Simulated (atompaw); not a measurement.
# S: generating and testing a PAW (atompaw) potential

Aim: build the potential from the settings below, then test how well it stands in for the atom: scattering, ghost states and the plane-wave cutoff that it needs.

Program: atompaw 4.2.0.5. Reference atom: LDA (PW92), scalar-relativistic, spherical and spin-unpolarised. All values are calculated.

## 1. Settings

Typed settings, in words:

| Property | Result |
| --- | --- |
| element | sulfur (S, Z = 16) |
| type | PAW |
| frozen core | [Ne] |
| valence charge | 6 |
| reference configuration | 3s2 3p4 |
| partial waves | 3s (bound): rc 1.20 bohr; 3s channel at 0.05 Ry: rc 1.20 bohr; 3p (bound): rc 1.50 bohr; 3p channel at 1.75 Ry: rc 1.40 bohr; 3d channel at 0.05 Ry: rc 1.50 bohr |
| local potential | troulliermartins scheme with l = 3 at 0 Ry, radius 1.45 bohr |
| core correction | smooth core density matched at 1.15 bohr |
| augmentation charge | sinc compensation charge, radius 1.30 bohr; PAW radius 1.50 bohr; waves and projectors: custom rrkj gramschmidtortho |

An earlier all-electron run gives the scale for the radii.

All-electron outer shells of the reference configuration (LDA (PW92), scalar-relativistic, ld1.x):

```json
{"shell": "2s", "level (eV)": "-210.79", "outermost node (bohr)": "0.13", "outermost maximum (bohr)": "0.39"}
{"shell": "2p", "level (eV)": "-156.51", "outermost node (bohr)": "–", "outermost maximum (bohr)": "0.33"}
{"shell": "3s", "level (eV)": "-17.28", "outermost node (bohr)": "0.60", "outermost maximum (bohr)": "1.40"}
{"shell": "3p", "level (eV)": "-7.11", "outermost node (bohr)": "0.58", "outermost maximum (bohr)": "1.59"}
```

## 2. Generating the potential

S.input reads:

```
S 16
LDA-PW scalarrelativistic loggrid 1500 logderivrange -3 5 201
3 3 0 0 0 0
3 1 4
0 0 0
c
c
v
c
v
2
1.50 1.30 1.45 1.15
y
0.05
n
y
1.75
n
y
0.05
n
custom rrkj gramschmidtortho sinc
3 0 troulliermartins
1.20
1.20
1.50
1.40
1.50
PWSCFOUT
UPFDX 0.0125d0 UPFXMIN -7.d0 UPFZMESH 16.d0
END
```

On the command line:

```sh
$ atompaw < S.input > S.log
```

**Question.** What will these runs give? Wanted: cutoffs for 10 and 1 mRy, occupied levels; bound ghosts; largest phase difference near zero energy, channels read; lowest eigenvalue of the overlap; share of valence orbitals outside the PAW sphere; UPF file.

**Answer**, as computed:

| quantity | value |
| --- | --- |
| cutoffs for 10 and 1 mRy, occupied levels | 21 Ry and 50 Ry |
| bound ghosts | s at -42.33 eV |
| largest phase difference near zero energy, channels read | 0.003 rad |
| lowest eigenvalue of the overlap (Bessel basis) | 0.591 (s) |
| share of valence orbitals outside the PAW sphere | 3s 57 %, 3p 71 % |
| UPF file | written |

It has a bound ghost (s), a state that the atom doesn't have, and that rules the file out. It counts as soft on the atom at that tolerance, with 21 Ry needed at the looser tolerance. The slowest occupied level is 3s: taken alone it needs 35 Ry to come within 1 mRy, against 21 Ry for 3p. Near zero energy the phases of the channels with partial waves agree within 0.003 rad. All of this concerns the isolated atom, not yet a solid.
